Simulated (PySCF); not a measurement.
# C₂H₁₀N₂Si: electronic excitations and core binding energies

Wanted: the electronic excitations and core binding energies of C₂H₁₀N₂Si (`CN[SiH2]NC`), by calculation.

Computed with PySCF 2.14.0, with density-fitted response routines of our own, on a single molecule in the gas phase. Atoms are numbered from 0 throughout.

## Step 1: The molecule as given

15 atoms, charge 0, multiplicity 1; geometry from: GFN2-xTB.

Bonds of the start (Å): C0–N1 1.44, N1–Si2 1.72, Si2–N3 1.72, N3–C4 1.44, C0–H5 1.09, C0–H6 1.09, C0–H7 1.10, N1–H8 1.01, Si2–H9 1.47, Si2–H10 1.47, N3–H11 1.01, C4–H12 1.09, C4–H13 1.10, C4–H14 1.09.

## Step 2: Ultraviolet spectrum: CAM-B3LYP/def2-SVPD

Job settings and geometry (Å):

```
{"job": {"kind": "uv", "xc": "CAM-B3LYP", "basis": "def2-SVPD", "nstates": 8, "ntriplets": 3}, "charge": 0, "multiplicity": 1}
C     -2.691048     0.139162    -0.112367
N     -1.317607     0.445423    -0.415882
Si    -0.027987    -0.396857     0.346252
N      1.372857     0.369981    -0.288636
C      2.694227    -0.080594     0.062631
H     -3.343679     0.488458    -0.915242
H     -2.795030    -0.939424    -0.022799
H     -3.029808     0.589485     0.828246
H     -1.188274     1.434547    -0.570019
H     -0.244820    -1.812446     0.005461
H      0.099470    -0.272452     1.807528
H      1.331631     0.669101    -1.251819
H      3.425844     0.707951    -0.125427
H      3.001267    -0.975213    -0.492282
H      2.708544    -0.323203     1.122444
```

Method: TDDFT CAM-B3LYP/def2-SVPD, vertical, gas phase, core orbitals frozen in the response.

Command:

```console
> OMP_NUM_THREADS=1 python probes_run.py task.json out
```

The driver reads the jobs from task.json and runs them one after another.

The program printed:

```text
coarse grid: 12120 points
cycle   1  E = -480.8305374508  dE =  4.045e-01  |g| = 4.545e-01  |ddm| = 4.933e+00
cycle   2  E = -480.8270679004  dE =  3.470e-03  |g| = 4.929e-01  |ddm| = 1.729e+00
cycle   3  E = -480.8786290689  dE = -5.156e-02  |g| = 3.879e-02  |ddm| = 7.661e-01
cycle   4  E = -480.8789836622  dE = -3.546e-04  |g| = 1.114e-02  |ddm| = 1.024e-01
cycle   5  E = -480.8790127552  dE = -2.909e-05  |g| = 3.907e-03  |ddm| = 2.979e-02
cycle   6  E = -480.8790166552  dE = -3.900e-06  |g| = 4.722e-04  |ddm| = 1.084e-02
final grid: 110048 points
cycle   7  E = -480.9430176109  dE = -2.336e-05  |g| = 3.617e-03  |ddm| = 4.308e-02
cycle   8  E = -480.9430179383  dE = -3.274e-07  |g| = 3.561e-03  |ddm| = 1.196e-02
cycle   9  E = -480.9430208677  dE = -2.929e-06  |g| = 3.292e-04  |ddm| = 4.523e-03
cycle  10  E = -480.9430208880  dE = -2.026e-08  |g| = 1.506e-04  |ddm| = 8.436e-04
cycle  11  E = -480.9430208932  dE = -5.246e-09  |g| = 1.824e-05  |ddm| = 2.441e-04
cycle  12  E = -480.9430208934  dE = -1.251e-10  |g| = 4.409e-06  |ddm| = 8.810e-05
converged SCF energy = -480.9430208934

Static polarisability (au): isotropic 67.757, principal 59.179 62.467 81.623

Singlet excitations
state   eV       nm        f      main configurations
  1   6.0557    204.7   0.00105   H-1->L 0.47, H->L+1 0.43
  2   6.0649    204.4   0.00726   H->L 0.68, H-1->L+1 0.24
  3   6.6168    187.4   0.00000   H-1->L 0.38, H->L+1 0.31, H->L+2 0.16
  4   6.7598    183.4   0.01648   H-1->L+1 0.48, H->L 0.20, H-1->L+2 0.15
  5   7.2048    172.1   0.00426   H->L+3 0.36, H->L+2 0.33, H->L+5 0.15
  6   7.3202    169.4   0.06268   H-1->L+2 0.50, H-1->L+3 0.20, H->L+6 0.12
  7   7.3436    168.8   0.00936   H->L+3 0.34, H->L+2 0.32, H-1->L+4 0.14
  8   7.4643    166.1   0.01603   H-1->L+3 0.39, H->L+4 0.18, H-1->L+2 0.17

Triplet excitations (Tamm-Dancoff, eV): 5.8106 5.8211 6.4010
```

Run time: 47 s. Hardware: 1 thread of Arm Neoverse N1, shared host; peak memory 0.79 GiB.

Frontier orbitals and where they lie:

| orbital | eV | atoms |
| --- | --- | --- |
| HOMO−3 | -11.43 | Si2 15 %, C4 14 %, N3 13 % |
| HOMO−2 | -10.88 | Si2 28 %, H10 14 %, H9 14 % |
| HOMO−1 | -8.18 | N3 26 %, N1 26 %, Si2 14 % |
| HOMO | -8.01 | N1 32 %, N3 32 %, C0 7 % |
| LUMO | 1.32 | C0 15 %, C4 15 %, Si2 13 % |
| LUMO+1 | 1.43 | Si2 28 %, C4 13 %, C0 13 % |
| LUMO+2 | 2.12 | H8 14 %, H11 14 %, Si2 13 % |

With each of the 8 states as a Gaussian band of 0.4 eV half-width at 1/e, the curve within the window shown has maxima at 170 nm (ε 3,700) L/(mol cm). Beyond the last state computed it falls off for lack of states. The curve at chosen wavelengths:

```csv
nm,ε (L/mol/cm)
160,1261
163,2297
165,2979
168,3648
171,3663
173,3349
176,2640
179,1933
181,1553
184,1133
187,846
189,705
192,551
195,457
198,411
200,397
203,381
206,357
208,332
211,281
214,222
216,182
219,128
222,84
224,62
227,37
```

Further results of this job:

| property | computed |
| --- | --- |
| dipole moment (D) | 0.73 |
| polarisability (Å³) | 10.04 |
| HOMO–LUMO gap (eV) | 9.33 |
| −ε(HOMO) (eV) | 8.01 |

## Step 3: Core holes by ΔSCF: SCAN, X2C

Settings changed since step 2:

```diff
@@ -1,2 +1,2 @@
-{"job": {"kind": "uv", "xc": "CAM-B3LYP", "basis": "def2-SVPD", "nstates": 8, "ntriplets": 3}, "charge": 0, "multiplicity": 1}
+{"job": {"kind": "xps"}, "charge": 0, "multiplicity": 1}
 C     -2.691048     0.139162    -0.112367
```

Level: delta-SCF UKS SCAN, pcX-2 on the ionised atom, pcseg-1 elsewhere, spin-free X2C.

The program printed:

```text
ground state, core basis on atom 0 (C), 155 functions
  cycle   1  E = -481.66787939  |g| = 6.10e-01
  cycle   2  E = -481.54881298  |g| = 9.20e-01
  cycle   3  E = -481.75370473  |g| = 8.56e-02
  cycle   4  E = -481.75530880  |g| = 3.53e-02
  cycle   5  E = -481.75559312  |g| = 8.68e-03
  cycle   6  E = -481.75560616  |g| = 1.96e-03
  cycle   7  E = -481.75560845  |g| = 1.12e-03
  cycle   8  E = -481.75560936  |g| = 3.82e-04
  E(ground) = -481.79867457 Eh
hole in C 1s of atom 0
  cycle   1  E = -470.49579533  |g| = 1.50e+00
  cycle   2  E = -467.86496923  |g| = 2.39e+00
  cycle   3  E = -470.62080313  |g| = 9.29e-01
  cycle   4  E = -470.99945857  |g| = 3.32e-01
  cycle   5  E = -471.04071955  |g| = 1.18e-01
  cycle   6  E = -471.04576911  |g| = 3.34e-02
  cycle   7  E = -471.04622665  |g| = 1.58e-02
  cycle   8  E = -471.04634405  |g| = 4.77e-03
  cycle   9  E = -471.04635873  |g| = 1.91e-03
  cycle  10  E = -471.04636334  |g| = 1.06e-03
  cycle  11  E = -471.04636289  |g| = 3.59e-04
  E(ion) = -471.08820072 Eh   <S^2> = 0.7701   hole on atom = 1.000   binding energy = 291.447 eV
ground state, core basis on atom 1 (N), 155 functions
  cycle   1  E = -481.77023657  |g| = 7.50e-02
  cycle   2  E = -481.77018044  |g| = 2.84e-02
  cycle   3  E = -481.77016155  |g| = 3.03e-02
  cycle   4  E = -481.77034742  |g| = 4.41e-03
  cycle   5  E = -481.77035429  |g| = 6.44e-04
  cycle   6  E = -481.77035323  |g| = 1.27e-04
  E(ground) = -481.81208595 Eh
hole in N 1s of atom 1
  cycle   1  E = -466.21304376  |g| = 1.87e+00
  cycle   2  E = -464.86712080  |g| = 2.37e+00
  cycle   3  E = -466.76973963  |g| = 5.75e-01
  cycle   4  E = -466.83779258  |g| = 4.10e-01
  cycle   5  E = -466.91400343  |g| = 9.50e-02
  cycle   6  E = -466.91792531  |g| = 1.88e-02
  cycle   7  E = -466.91808283  |g| = 7.30e-03
  cycle   8  E = -466.91811160  |g| = 2.02e-03
  cycle   9  E = -466.91811520  |g| = 8.47e-04
  cycle  10  E = -466.91811478  |g| = 2.36e-04
  E(ion) = -466.95869625 Eh   <S^2> = 0.7650   hole on atom = 1.000   binding energy = 404.181 eV
ground state, core basis on atom 2 (Si), 166 functions
  cycle   1  E = -481.85782502  |g| = 2.89e-01
  cycle   2  E = -481.85790150  |g| = 4.77e-02
  cycle   3  E = -481.85790372  |g| = 3.79e-02
  cycle   4  E = -481.85814197  |g| = 9.22e-03
  cycle   5  E = -481.85816039  |g| = 1.41e-03
  cycle   6  E = -481.85816139  |g| = 2.05e-04
  E(ground) = -481.86044837 Eh
hole in Si 1s of atom 2
  cycle   1  E = -412.94287965  |g| = 4.35e+00
  cycle   2  E = -413.05976195  |g| = 2.14e+00
  cycle   3  E = -413.64624803  |g| = 7.99e-01
  cycle   4  E = -413.94329902  |g| = 3.29e-01
  cycle   5  E = -413.98785338  |g| = 1.18e-01
  cycle   6  E = -413.99446803  |g| = 2.58e-02
  cycle   7  E = -413.99469415  |g| = 1.07e-02
  cycle   8  E = -413.99474912  |g| = 2.73e-03
  cycle   9  E = -413.99475376  |g| = 3.81e-04
  E(ion) = -414.00488756 Eh   <S^2> = 0.7520   hole on atom = 1.000   binding energy = 1846.444 eV
hole in Si 2p of atom 2
  cycle   1  E = -477.60309971  |g| = 1.24e+00
  cycle   2  E = -477.47860752  |g| = 1.12e+00
  cycle   3  E = -477.87020476  |g| = 3.18e-01
  cycle   4  E = -477.91667964  |g| = 1.22e-01
  cycle   5  E = -477.92271021  |g| = 4.16e-02
  cycle   6  E = -477.92354803  |g| = 8.12e-03
  cycle   7  E = -477.92357338  |g| = 3.74e-03
  cycle   8  E = -477.92358020  |g| = 5.03e-04
  cycle   9  E = -477.92357919  |g| = 2.82e-04
  E(ion) = -477.93704569 Eh   <S^2> = 0.7519   hole on atom = 1.003   binding energy = 106.761 eV
  2p3/2 = 106.526 eV   2p1/2 = 107.150 eV
```

Wall time 67 s (1 thread of Arm Neoverse N1, shared host); peak memory 0.55 GiB.

The holes in one table. −ε is the ground-state orbital energy:

| hole | stands for | environment | ΔSCF (eV; 2p as the shell's mean) | −ε (eV) | ⟨S²⟩ |
| --- | --- | --- | --- | --- | --- |
| C1s on C0 | C0, C4 | methyl carbon bonded to N | 291.45 | 274.0 | 0.770 |
| N1s on N1 | N1, N3 | nitrogen bonded to C, Si, H | 404.18 | 385.2 | 0.765 |
| Si1s on Si2 | Si2 | silicon bonded to 2 N, 2 H | 1846.44 | 1793.1 | 0.752 |
| Si2p on Si2 | Si2 | silicon bonded to 2 N, 2 H | 106.73 | 95.9 | 0.752 |

Each hole run stands for the others of its class of like atoms.

With the spin-orbit splitting: Si2 2p3/2 106.53, 2p1/2 107.15 eV. The table gives each 2p level as the mean over the whole 2p shell (two parts 2p3/2, one part 2p1/2), which differs a little from the single hole in the log.

## Step 4: Results

```
                                quantity                        value
    lowest singlet (CAM-B3LYP/def2-SVPD)  6.06 eV (205 nm), f = 0.001
brightest single state of those computed  state 6, 7.32 eV, f = 0.063
                          lowest triplet                      5.81 eV
        C1s binding energies, SCAN/pcX-2                 C0 291.45 eV
        N1s binding energies, SCAN/pcX-2                 N1 404.18 eV
       Si1s binding energies, SCAN/pcX-2               Si2 1846.44 eV
       Si2p binding energies, SCAN/pcX-2                Si2 106.73 eV
```

The first singlet state (HOMO−1→LUMO 0.47, HOMO→LUMO+1 0.43) lies at 6.06 eV and is weak; of the 8 states computed, the strongest absorption comes from states 6 to 7 together at 7.32 eV. The lowest triplet lies 0.25 eV below the lowest singlet (triplets in Tamm-Dancoff, singlets in full TDDFT).
